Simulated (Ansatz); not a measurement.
# CHGeN (triplet): wave-function methods side by side at a displaced geometry (v1), cc-pVDZ

The task here is to estimate one member of a computed series from the others.

Method: cc-pVDZ, core rule «outside noble gas», up to 16 orbitals frozen; program: Ansatz 0.2.0, Gaussian basis.

To be run: UHF; CCSD(T) on ROHF; CCSD(T) on UHF; BCCD(T) on ROHF; CISD; CCSDT(Q) on ROHF; CCSDT(Q) on UHF.

22 further runs of the same task are left out: 10 that didn't finish, 12 set aside as unsound or not needed.

### What is computed

The geometry is a PBE0/def2-TZVP stationary point (not a proven minimum) with its atoms shifted at random (size 0.040 Å). No spin-orbit coupling is included. The filled d shell of Ge may be among the frozen orbitals whatever the setting's name suggests; the logs give the count.

4 atoms, charge 0, spin multiplicity 3.

Atoms are counted from 1 here; the program's logs count them from 0.

Bond lengths: C1–Ge2 1.768 Å, C1–H4 1.053 Å, Ge2–N3 1.745 Å. Angles: Ge2–C1–H4 143.5°, C1–Ge2–N3 156.0°.

Geometry (Å):

```
C    -0.0055   -0.3238    1.7248
Ge   -0.0063    0.0941    0.0070
N     0.0417   -0.2161   -1.7092
H    -0.0611    0.0820    2.6946
```

The first run:

Input file in.yaml:

```yaml
crystal:
  periodic: [false, false, false]
  atoms:
    - {symbol: C, position_ang: [-0.005454, -0.323820, 1.724762]}
    - {symbol: Ge, position_ang: [-0.006287, 0.094083, 0.007001]}
    - {symbol: N, position_ang: [0.041677, -0.216147, -1.709196]}
    - {symbol: H, position_ang: [-0.061100, 0.081986, 2.694628]}
basis:
  gaussian: {orbitals: cc-pVDZ}
magnetization: {spin_polarized: true, initial_magnetization: 2}
hamiltonian: {xc: hf}
output: {orbitals: {seedname: orbitals}}
```

Run with:

```console
$ ansatz run in.yaml --threads 1 --pin off --events-out ev --progress --plain --max-ram 2393MiB
```

Steps of the session up to this table: UHF; CCSD(T) on ROHF; CCSD(T) on UHF; BCCD(T) on ROHF; CISD; CCSDT(Q) on ROHF; CCSDT(Q) on UHF.

One of the session's tables, all rows but one given; the rest of the session is left out.

```
   method  from RCCSDT(Q) (kJ/mol)
      UHF                   +929.2
     RMP2                    +15.1
     UMP2                   +236.7
    RCCSD                    +88.2
    UCCSD                    +65.8
 RCCSD(T)                        ?
 UCCSD(T)                    +20.3
  BCCD(T)                    +16.3
   RCCSDT                    +14.9
   UCCSDT                     +7.9
RCCSDT(Q)                        0
UCCSDT(Q)                     -0.1
```

Estimate the missing values for RCCSD(T).

The run gave: from RCCSDT(Q) (kJ/mol): +12.9. In the column «from RCCSDT(Q) (kJ/mol)» it lies between UCCSDT (+7.9) and RCCSDT (+14.9).

Not comparable, so not listed: CISD (they don't share determinant, frozen orbitals or solution with the rows shown, or repeat one).

Caveats from the session: The determinant is far from a pure spin state, so its energy mixes those of several spin states (harmless only where they are near-degenerate, as at dissociation). The report flags that the cluster equations may have other roots. Left out of the table: ROHF (another determinant or state than the rows shown). The program flags RCCSD(T), BCCD(T), RCCSDT(Q) as in doubt, so the zero of the table is itself unsure. Warnings: spin contamination; coupled cluster took another determinant than the lowest; large T1 diagnostic. Restricted and unrestricted rows rest on different reference determinants; where their highest levels disagree by more than a few hundredths of an eV, they describe different states and don't form one ladder.
